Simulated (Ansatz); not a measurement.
# CsLiCr2Te2S3 (C2/m) in Ansatz: a series of runs

Aim: see how the results for CsLiCr2Te2S3 move with the level of theory and the settings. Levels: revPBE, r2SCAN. Tasks: band structure.

Everything below comes from runs of Ansatz 0.2.0. Logs are shortened: lines on timing, memory, paths and dates and some standing lists are left out, and cuts for length are marked.

## 1. The crystal as given

It takes space group C2/m (No. 12, monoclinic). The conventional cell has a = 14.579 Å, b = 4.209 Å, c = 7.709 Å, α = 90.00°, β = 109.04°, γ = 90.00°. Around Cs (site symmetry 2/m) lie 6 S at 3.84 to 3.85 Å and 6 Te at 4.08 to 4.23 Å and 2 Cs at 4.21 Å and 2 Cr at 4.27 Å and 4 Li at 4.39 Å. Li (site symmetry 2/m) has 2 S at 2.10 Å as nearest neighbours. Around Cr (site symmetry m) lie 4 S at 2.33 to 2.46 Å. Te (site symmetry m) has 2 Cr at 2.84 Å and 1 Li at 3.10 Å and 1 S at 3.19 Å as nearest neighbours. S (site symmetry m) is surrounded by 3 Cr at 2.33 to 2.46 Å. S (site symmetry 2/m) is surrounded by 2 Li at 2.10 Å and 2 Cr at 2.38 Å.

The cell was built by a generator and needn't be a form met in nature.

## 2. Band structure, revPBE, collinear spin, ferromagnetic start

Input file input.yaml:

```yaml
crystal:
  lattice:
    - [7.28959, -2.10433, 0.01772]
    - [7.28959, 2.10433, 0.01772]
    - [-2.53315, 0.0, 7.281]
  atoms:
    - { symbol: Cs, position: [0.5, 0.5, 0.0] }
    - { symbol: Li, position: [0.0, 0.0, 0.5] }
    - { symbol: Cr, position: [0.3287, 0.3287, 0.433], spin: 3.0 }
    - { symbol: Cr, position: [0.6713, 0.6713, 0.567], spin: 3.0 }
    - { symbol: Te, position: [0.80672, 0.80672, 0.17427] }
    - { symbol: Te, position: [0.19328, 0.19328, 0.82573] }
    - { symbol: S, position: [0.16358, 0.16358, 0.39713] }
    - { symbol: S, position: [0.83642, 0.83642, 0.60287] }
    - { symbol: S, position: [0.5, 0.5, 0.5] }
hamiltonian:
  xc: revpbe
  pseudopotentials: { kind: paw }
magnetization:
  spin_polarized: true
kpoints:
  mp_grid: { grid: [7, 7, 4] }
  band_path:
    path:
      - [[0.0, 0.0, 0.0], [0.5, 0.5, 1.0], [-1.0782176501, -1.0782176501, 2.2171354669], [0.5, 0.5, 0.5], [0.2877035459, 0.7122964541, 0.5]]
      - [[-0.2877035459, 0.2877035459, -0.5], [0.0, 0.0, -0.5], [2.0782176501, 2.0782176501, -1.2171354669]]
      - [[0.5, 0.5, 1.0], [0.3854813254, 0.6145186746, 1.0]]
      - [[-0.3854813254, 0.3854813254, 0.0], [0.0, 0.0, 0.0], [0.0, 0.5, 0.5]]
      - [[0.0, 0.5, 0.0], [0.0, 0.0, 0.0]]
    npoints: 10
scf:
  occupations: { method: fermi_dirac, width: 0.05 }
  n_extra_bands: 22
output:
  forces: true
  stress: true
  eigenvalues: true
  fatbands: false
```

Potentials or basis: Ansatz PAW.

Run with:

```sh
$ ansatz run input.yaml --threads 8 --pin off --max-ram 20480MiB --backend cpu --events-out ev --progress --plain --runs-dir out
```

The program printed:

```text
Warning: RAYON_NUM_THREADS=8 ignored (pool sized by the plan → 8); use --threads N
scf.n_extra_bands = 22 over 45 filled bands (N_el = 90.0): the run solves 67 bands
Engine: ansatz 0.2.0, x86_64-unknown-linux-gnu
Pseudopotentials: kind: paw
Pseudopotential: Cs, paw, valence charge 9, recommended cutoff 420 eV (normal), Cs.paw.azcp
Pseudopotential: Li, paw, valence charge 3, recommended cutoff 420 eV (normal), Li.paw.azcp
Pseudopotential: Cr, paw, valence charge 14, recommended cutoff 420 eV (normal), Cr.paw.azcp
Pseudopotential: Te, paw, valence charge 16, recommended cutoff 420 eV (normal), Te.paw.azcp
Pseudopotential: S, paw, valence charge 6, recommended cutoff 420 eV (normal), S.paw.azcp
Functional definition: revPBE
  parameter kappa = 1.245
  parameter beta = 0.06672455060314922
  exchange = pbe_x(kappa = kappa, mu = beta*pi^2/3)
  correlation = pbe_c(beta = beta)
Crystal: 9 atoms, lattice volume = 223.566 Å³
Basis set: ecut = 420 eV, 4341 PW (Γ), exchange–correlation on 108×108×108 points (8 copies of the dense FFT grid, shifted against one another)
Bands: 67, of which v1, the nominal top of the filled ones, is band 45 counted from 1 (44 counted from 0)
Symmetry: 4 space group operations
Space group: C2/m (ITA 12), of the structure as read, at distance tolerance 6.1e-5 Å
Magnetic group: BNS 12.58 (UNI 65), of the structure as read, at distance tolerance 6.1e-5 Å
k-points: 60 of 196
Non-local potential: Cs, projectors of the file, l = 0: 3, l = 1: 2, l = 2: 2, l = 3: 2
Non-local potential: Li, projectors of the file, l = 0: 3, l = 1: 2, l = 2: 1
Non-local potential: Cr, projectors of the file, l = 0: 3, l = 1: 2, l = 2: 3, l = 3: 1
Non-local potential: Te, projectors of the file, l = 0: 2, l = 1: 2, l = 2: 2, l = 3: 2
Non-local potential: S, projectors of the file, l = 0: 2, l = 1: 2, l = 2: 2
PAW form: soft (Blöchl's): semilocal exchange-correlation on the pseudo side does not see the compensation charge
PAW frozen core: Cs, regenerated for the run's functional, and the local potential with it (the file was generated under x = pbe(κ = 0.804, μ = 0.2195149727645171), c = pbe(β = 0.06672455060314922))
[... 42 lines left out ...]
Free energy (F): -29336.365133 eV
Harris-Foulkes:  -29336.365133 eV  (|F-HF|=4.51e-9)
Internal energy: -29336.330120 eV  (E = F + TS)
E sigma→0 (E₀):  -29336.347627 eV
Entropy (-TS):   -0.035014 eV (-3.890 meV/atom)
Fermi energy:    7.255470 eV
--- Per-component energies (eV) ---
  E_band       = -1246.532996
  E_kinetic    = 1529.524215
  E_local      = -9034.876005  (includes V_loc(G=0)·N_el)
  E_nonlocal   = -377.959600
  E_hartree    = 4445.895168
  E_xc         = -1004.185375
  E_vxc        = -964.406985  (∫ρ·V_xc dr)
  E_paw        = -18641.056465  (= ΣΔE_a)
  E_vpaw       = -1290.609878  (= ΣTr[D̂ρ^β])
  E_aug_tail   = 0.000421  (compensation charges beyond the density's cutoff)
  E_ewald      = -6253.424587
  E_core_change = -0.247891  (= ΣΔE_core)
  E_smearing   = -0.035014  (= −TS)
  E_closure    = -0.000000  (closes the sum)
  Σ components = -29336.365133   (vs F -29336.365133, Δ=0.00e0)
--- Forces (eV/Å), atoms counted from 1 ---
  atom   1  Cs     0.00000000     0.00000000     0.00000000
  atom   2  Li     0.00000000     0.00000000     0.00000000
  atom   3  Cr    -0.01710246     0.00000000    -0.04785327
  atom   4  Cr     0.01710246     0.00000000     0.04785327
  atom   5  Te     0.02019699     0.00000000    -0.03425310
  atom   6  Te    -0.02019699     0.00000000     0.03425310
  atom   7  S     -0.04505200     0.00000000    -0.08703024
  atom   8  S      0.04505200     0.00000000     0.08703024
  atom   9  S      0.00000000     0.00000000     0.00000000
  max |Σ_I F_I| component: 6.94e-18 eV/Å
--- Stress (GPa, compression-positive) ---
        1.603268       0.000000       0.022083
        0.000000       1.686696       0.000000
        0.022083       0.000000       1.361184
  P = ⅓ Tr σ = 1.5504 GPa (15.504 kbar)
--- Band table (eV; the first three rows and the last of 120) ---
  k-point 0 ↑: bands = ["-65.5247", "-65.5238", "-37.9135", "-36.8658", "-36.8617", "-36.8268", "-36.8214", "-36.8169", "-36.8113", "-28.9546", "-28.9522", "-28.9506", "-28.9318", "-28.8711", "-28.8683", "-28.7926", "-28.7911", "-28.7857", "-28.7812", "-14.2716", "-6.0825", "-4.9318", "-4.7027", "-3.3911", "-2.6278", "-1.1375", "-1.0727", "-0.8607", "2.2874", "3.0377", "3.1222", "3.1856", "3.3797", "3.5523", "4.3022", "4.4787", "5.3166", "5.7035", "5.7366", "5.7643", "6.0897", "6.2812", "6.3595", "6.6499", "6.7183", "6.9309", "7.0625", "7.3827", "8.2924", "8.4724", "8.6687", "9.4863", "9.5284", "10.7287", "11.6124", "12.0800", "12.0972", "12.2837", "12.6323", "13.0585", "13.2518", "13.3283", "14.1362", "14.3262", "14.5200", "14.5536", "15.3087"]
  k-point 1 ↑: bands = ["-65.5247", "-65.5238", "-37.9135", "-36.8658", "-36.8617", "-36.8268", "-36.8214", "-36.8169", "-36.8113", "-28.9546", "-28.9522", "-28.9506", "-28.9318", "-28.8711", "-28.8683", "-28.7926", "-28.7911", "-28.7857", "-28.7812", "-14.2716", "-6.0770", "-4.9239", "-4.7064", "-3.5430", "-2.4393", "-1.1252", "-1.0760", "-0.8605", "2.1401", "3.1248", "3.1899", "3.2517", "3.4540", "3.5461", "4.0022", "4.4130", "5.4720", "5.4915", "5.8344", "5.8372", "6.1408", "6.2424", "6.5173", "6.6442", "6.7859", "6.8587", "6.9297", "7.4105", "8.0829", "8.3288", "8.7257", "9.1952", "9.6063", "10.9613", "11.7293", "12.1455", "12.3139", "12.4896", "12.9077", "13.3872", "13.6738", "13.9010", "14.0704", "14.2465", "14.4740", "14.6865", "15.1602"]
  k-point 2 ↑: bands = ["-65.5247", "-65.5238", "-37.9135", "-36.8658", "-36.8617", "-36.8268", "-36.8214", "-36.8169", "-36.8113", "-28.9546", "-28.9522", "-28.9506", "-28.9318", "-28.8711", "-28.8683", "-28.7927", "-28.7911", "-28.7857", "-28.7812", "-14.2715", "-6.0713", "-4.9167", "-4.7100", "-3.6529", "-2.2980", "-1.1138", "-1.0666", "-0.8603", "2.0279", "3.1751", "3.1944", "3.2523", "3.5398", "3.7137", "3.7161", "4.3605", "5.3424", "5.5804", "5.8647", "6.1287", "6.1486", "6.2193", "6.3224", "6.6292", "6.6562", "6.9903", "7.0265", "7.3868", "7.7506", "8.2852", "8.7423", "8.9783", "9.7144", "11.1867", "11.8660", "12.2257", "12.5632", "12.6596", "13.5150", "13.7807", "13.8416", "13.9302", "14.2945", "14.4890", "14.5188", "14.8322", "14.9332"]
  k-point 59 ↓: bands = ["-62.5820", "-62.5811", "-37.9075", "-34.0053", "-33.9994", "-33.9693", "-33.9636", "-33.7973", "-33.7936", "-28.9883", "-28.9844", "-28.9831", "-28.9674", "-28.8915", "-28.8898", "-28.8199", "-28.8190", "-28.8080", "-28.8042", "-14.2609", "-5.9228", "-5.3394", "-4.7628", "-3.6653", "-2.5195", "-1.0663", "-1.0015", "-0.9903", "3.0107", "3.0921", "3.3473", "3.4065", "4.0952", "4.1023", "4.1231", "4.9055", "5.1746", "5.2135", "5.6268", "5.8882", "6.3374", "7.2934", "7.7546", "8.8822", "9.2054", "9.2925", "9.3588", "9.4947", "9.5751", "9.9088", "9.9394", "10.2230", "10.8086", "11.4230", "12.3125", "12.6182", "12.6896", "13.1431", "13.3897", "13.5315", "14.2622", "14.3702", "14.4196", "14.7692", "14.8200", "14.8812", "15.0774"]
```

Run time: 33 s. Hardware: 8 threads of AMD EPYC 7B13 (Zen 3), shared host; peak memory 2 GiB.

Results:

| Item | Value |
| --- | --- |
| Free energy | -29336.3651 eV |
| Pressure | 1.6 GPa |
| Largest force | 0.098 eV/Å |
| Band gap on the k mesh | none (metal or under the smearing width) |
| Net moment | 5.26 μB per cell |
| Absolute moment | 7.11 μB per cell |
| Site moments | Cs +0.00; Li +0.00; Cr +2.62; Te -0.14; S -0.14, -0.03 μB |

Forces in eV/Å, atoms in the order of the input:
```
Cs   0.000  0.000  0.000
Li   0.000  0.000  0.000
Cr  -0.017  0.000 -0.048
Cr   0.017  0.000  0.048
Te   0.020  0.000 -0.034
Te  -0.020  0.000  0.034
S   -0.045  0.000 -0.087
S    0.045  0.000  0.087
S    0.000  0.000  0.000
```

Stress tensor (GPa, compression positive):
```
1.60 0.00 0.02
0.00 1.69 0.00
0.02 0.00 1.36
```

Levels at the corners of the path, in eV from the Fermi level:
Spin up:
| point | band 43 | band 44 | band 45 | band 46 | band 47 | band 48 | band 49 | band 50 | band 51 | band 52 |
| --- | --- | --- | --- | --- | --- | --- | --- | --- | --- | --- |
| Γ | -0.90 | -0.61 | -0.54 | -0.32 | -0.19 | 0.13 | 1.04 | 1.22 | 1.41 | 2.23 |
| Y | -0.88 | -0.71 | -0.46 | -0.32 | -0.08 | 0.28 | 1.00 | 1.47 | 1.49 | 1.98 |
| F | -0.86 | -0.62 | -0.43 | -0.35 | -0.34 | 0.18 | 0.94 | 1.10 | 1.46 | 2.10 |
| L | -0.92 | -0.82 | -0.37 | -0.30 | -0.22 | 0.35 | 1.02 | 1.21 | 1.52 | 2.19 |
| I | -1.18 | -0.93 | -0.86 | -0.51 | -0.46 | -0.07 | -0.02 | 0.94 | 1.54 | 1.55 |
| I1 | -1.18 | -0.93 | -0.86 | -0.51 | -0.46 | -0.07 | -0.02 | 0.94 | 1.54 | 1.55 |
| Z | -0.93 | -0.63 | -0.60 | -0.27 | -0.23 | 0.13 | 0.50 | 1.03 | 1.49 | 1.72 |
| F1 | -0.86 | -0.62 | -0.43 | -0.35 | -0.34 | 0.18 | 0.94 | 1.10 | 1.46 | 2.10 |
| Y | -0.88 | -0.71 | -0.46 | -0.32 | -0.08 | 0.28 | 1.00 | 1.47 | 1.49 | 1.98 |
| X1 | -0.91 | -0.87 | -0.82 | -0.32 | -0.17 | 0.03 | 0.37 | 1.21 | 1.23 | 2.20 |
| X | -0.91 | -0.87 | -0.82 | -0.32 | -0.17 | 0.03 | 0.37 | 1.21 | 1.23 | 2.20 |
| Γ | -0.90 | -0.61 | -0.54 | -0.32 | -0.19 | 0.13 | 1.04 | 1.22 | 1.41 | 2.23 |
| N | -1.16 | -1.07 | -0.76 | -0.50 | -0.41 | -0.26 | 0.13 | 1.12 | 1.28 | 1.48 |
| M | -1.09 | -0.84 | -0.81 | -0.52 | -0.49 | -0.35 | 0.00 | 1.14 | 1.52 | 1.58 |
| Γ | -0.90 | -0.61 | -0.54 | -0.32 | -0.19 | 0.13 | 1.04 | 1.22 | 1.41 | 2.23 |
Spin down:
| point | band 39 | band 40 | band 41 | band 42 | band 43 | band 44 | band 45 | band 46 |
| --- | --- | --- | --- | --- | --- | --- | --- | --- |
| Γ | -0.96 | -0.93 | -0.70 | -0.10 | 0.80 | 1.13 | 1.58 | 1.79 |
| Y | -1.34 | -1.15 | -0.47 | -0.13 | 0.50 | 1.51 | 1.83 | 1.88 |
| F | -1.22 | -1.02 | -0.35 | -0.26 | 0.69 | 1.18 | 1.62 | 1.76 |
| L | -1.57 | -1.41 | -0.59 | 0.04 | 0.78 | 1.64 | 1.88 | 1.91 |
| I | -1.71 | -1.17 | -0.81 | -0.34 | -0.29 | 1.48 | 1.62 | 1.76 |
| I1 | -1.71 | -1.17 | -0.81 | -0.34 | -0.29 | 1.48 | 1.62 | 1.76 |
| Z | -1.05 | -0.95 | -0.69 | -0.07 | 0.40 | 1.14 | 1.64 | 1.75 |
| F1 | -1.22 | -1.02 | -0.35 | -0.26 | 0.69 | 1.18 | 1.62 | 1.76 |
| Y | -1.34 | -1.15 | -0.47 | -0.13 | 0.50 | 1.51 | 1.83 | 1.88 |
| X1 | -1.77 | -0.79 | -0.68 | -0.27 | 0.19 | 1.45 | 1.87 | 2.02 |
| X | -1.77 | -0.79 | -0.68 | -0.27 | 0.19 | 1.45 | 1.87 | 2.02 |
| Γ | -0.96 | -0.93 | -0.70 | -0.10 | 0.80 | 1.13 | 1.58 | 1.79 |
| N | -1.64 | -1.07 | -1.02 | -0.51 | 0.04 | 1.49 | 1.63 | 1.69 |
| M | -1.30 | -1.28 | -0.73 | -0.68 | -0.28 | 1.37 | 1.65 | 1.71 |
| Γ | -0.96 | -0.93 | -0.70 | -0.10 | 0.80 | 1.13 | 1.58 | 1.79 |

Caveat: spin-orbit coupling is left out, which moves the levels of the heavy elements; only a ferromagnetic start was run, and an antiferromagnetic order may lie lower in energy; the PAW data sets come from PBE, with cores solved anew for the run's functional, which leaves a small shift of forces and pressure. With open d or f shells a metallic result of revPBE can be an artefact of self-interaction; +U or a hybrid may open a gap.

## 3. Band structure, r2SCAN, collinear spin, ferromagnetic start

Changes to input.yaml since step 2:

```diff
@@ -16,3 +16,3 @@
 hamiltonian:
-  xc: revpbe
+  xc: r2scan
   pseudopotentials: { kind: paw }
```

Potentials or basis: Ansatz PAW.

Run with:

```sh
$ ansatz run input.yaml --threads 8 --pin off --max-ram 20480MiB --backend cpu --events-out ev --progress --plain --runs-dir out
```

The program printed:

```text
Warning: RAYON_NUM_THREADS=8 ignored (pool sized by the plan → 8); use --threads N
scf.n_extra_bands = 22 over 45 filled bands (N_el = 90.0): the run solves 67 bands
[... 117 lines left out ...]
  k-point 1 ↑: bands = ["-68.8143", "-68.8134", "-39.4254", "-39.0230", "-39.0218", "-39.0028", "-38.9975", "-38.9592", "-38.9504", "-30.0842", "-30.0819", "-30.0805", "-30.0585", "-29.9991", "-29.9952", "-29.8987", "-29.8967", "-29.8951", "-29.8902", "-15.1586", "-6.8709", "-5.6648", "-5.4411", "-4.2153", "-3.0236", "-1.6512", "-1.5918", "-1.3702", "1.7243", "2.7386", "2.7560", "2.8332", "3.0131", "3.1126", "3.5737", "4.0311", "4.8956", "4.9917", "5.3346", "5.3482", "5.6202", "5.8303", "5.9222", "6.1462", "6.4039", "6.4736", "6.4861", "7.1132", "7.8885", "8.2296", "8.5347", "9.1331", "9.4616", "11.0259", "11.8333", "12.2371", "12.4359", "12.6905", "13.0266", "13.5341", "13.8410", "14.0858", "14.2474", "14.5056", "14.6819", "14.9238", "15.4486"]
  k-point 2 ↑: bands = ["-68.8143", "-68.8134", "-39.4254", "-39.0230", "-39.0218", "-39.0029", "-38.9975", "-38.9592", "-38.9504", "-30.0842", "-30.0819", "-30.0805", "-30.0585", "-29.9991", "-29.9952", "-29.8987", "-29.8967", "-29.8951", "-29.8902", "-15.1585", "-6.8645", "-5.6576", "-5.4448", "-4.3319", "-2.8705", "-1.6374", "-1.5838", "-1.3700", "1.5957", "2.7604", "2.8018", "2.8469", "3.1064", "3.2605", "3.2685", "3.9741", "4.8732", "4.9263", "5.3910", "5.6151", "5.7416", "5.8191", "5.8614", "6.0737", "6.2385", "6.4604", "6.5204", "7.1950", "7.5408", "8.1967", "8.5555", "8.9113", "9.5720", "11.2244", "11.9490", "12.3647", "12.7103", "12.8473", "13.6897", "13.9818", "14.0070", "14.1364", "14.4748", "14.7200", "14.7789", "15.0468", "15.1465"]
  k-point 59 ↓: bands = ["-64.8234", "-64.8225", "-39.4192", "-35.0745", "-35.0667", "-35.0503", "-35.0443", "-34.8051", "-34.8026", "-30.1206", "-30.1163", "-30.1143", "-30.0973", "-30.0212", "-30.0190", "-29.9320", "-29.9308", "-29.9233", "-29.9192", "-15.1484", "-6.8064", "-6.1575", "-5.5319", "-4.4261", "-3.2057", "-1.5847", "-1.5241", "-1.5065", "2.5706", "2.6819", "2.9391", "3.0588", "3.7572", "3.7727", "3.7960", "4.5776", "4.7971", "4.8869", "5.3322", "5.5531", "6.0695", "6.9685", "7.6355", "9.3287", "9.6156", "9.7649", "9.8675", "9.9333", "10.0007", "10.2455", "10.3377", "10.5598", "11.1306", "11.4992", "12.4866", "12.8201", "12.8425", "13.3921", "13.6180", "13.7133", "14.5376", "14.6419", "14.7312", "15.0337", "15.1783", "15.1990", "15.3173"]
```

bands.tsv:

```text
[... 132 lines left out ...]
```

Run time: 69 s. Hardware: 8 threads of AMD EPYC 7B13 (Zen 3), shared host; peak memory 3.2 GiB.

Results:

```yaml
Free_energy: -29370.7976 eV
Pressure: 0.3 GPa
Largest_force: 0.219 eV/Å
Band_gap_on_the_k_mesh: none (metal or under the smearing width)
Net_moment: 5.56 μB per cell
Absolute_moment: 7.71 μB per cell
Site_moments: Cs -0.00; Li +0.00; Cr +2.83; Te -0.16; S -0.17, -0.02 μB
```

Forces in eV/Å, atoms in the order of the input:
```
Cs   0.000  0.000  0.000
Li   0.000  0.000  0.000
Cr  -0.091  0.000 -0.054
Cr   0.091  0.000  0.054
Te   0.049  0.000 -0.061
Te  -0.049  0.000  0.061
S   -0.156  0.000 -0.153
S    0.156  0.000  0.153
S    0.000  0.000  0.000
```

Stress tensor (GPa, compression positive):
```
 0.78  0.00  0.10
 0.00  0.35  0.00
 0.10  0.00 -0.28
```

Levels at the corners of the path, in eV from the Fermi level:
Spin up:
| point | band 45 | band 46 | band 47 | band 48 | band 49 | band 50 |
| --- | --- | --- | --- | --- | --- | --- |
| Γ | -0.57 | -0.48 | -0.19 | 0.02 | 1.23 | 1.32 |
| Y | -0.71 | -0.42 | -0.08 | 0.16 | 1.13 | 1.57 |
| F | -0.59 | -0.50 | -0.36 | 0.15 | 1.05 | 1.29 |
| L | -0.64 | -0.54 | -0.42 | 0.46 | 1.08 | 1.41 |
| I | -0.94 | -0.88 | -0.64 | -0.20 | -0.13 | 1.08 |
| I1 | -0.94 | -0.88 | -0.64 | -0.20 | -0.13 | 1.08 |
| Z | -0.73 | -0.51 | -0.45 | 0.23 | 0.57 | 1.23 |
| F1 | -0.59 | -0.50 | -0.36 | 0.15 | 1.05 | 1.29 |
| Y | -0.71 | -0.42 | -0.08 | 0.16 | 1.13 | 1.57 |
| X1 | -1.08 | -0.35 | -0.28 | -0.03 | 0.29 | 1.33 |
| X | -1.08 | -0.35 | -0.28 | -0.03 | 0.29 | 1.33 |
| Γ | -0.57 | -0.48 | -0.19 | 0.02 | 1.23 | 1.32 |
| N | -1.06 | -0.89 | -0.59 | -0.37 | 0.05 | 1.32 |
| M | -1.02 | -0.84 | -0.72 | -0.51 | -0.12 | 1.34 |
| Γ | -0.57 | -0.48 | -0.19 | 0.02 | 1.23 | 1.32 |
Spin down:
```
point  band 40  band 41  band 42  band 43  band 44  band 45
    Γ    -0.93    -0.73    -0.13     0.98     1.86     2.22
    Y    -1.21    -0.50    -0.12     0.65     2.15     2.57
    F    -1.00    -0.37    -0.28     0.85     1.90     2.26
    L    -1.56    -0.56     0.00     0.94     2.32     2.54
    I    -1.24    -0.82    -0.26    -0.23     2.23     2.31
   I1    -1.24    -0.82    -0.26    -0.23     2.23     2.31
    Z    -0.91    -0.68    -0.10     0.51     1.86     2.27
   F1    -1.00    -0.37    -0.28     0.85     1.90     2.26
    Y    -1.21    -0.50    -0.12     0.65     2.15     2.57
   X1    -0.82    -0.75    -0.24     0.36     2.18     2.61
    X    -0.82    -0.75    -0.24     0.36     2.18     2.61
    Γ    -0.93    -0.73    -0.13     0.98     1.86     2.22
    N    -1.12    -1.04    -0.43     0.13     2.22     2.32
    M    -1.28    -0.68    -0.68    -0.22     2.06     2.35
    Γ    -0.93    -0.73    -0.13     0.98     1.86     2.22
```

Caveat: the magnetic or orbital state may not be the lowest; spin-orbit coupling is left out, which moves the levels of the heavy elements; only a ferromagnetic start was run, and an antiferromagnetic order may lie lower in energy; the PAW data sets come from PBE, with cores solved anew for the run's functional, which leaves a small shift of forces and pressure. With open d or f shells a metallic result of r2SCAN can be an artefact of self-interaction; +U or a hybrid may open a gap.
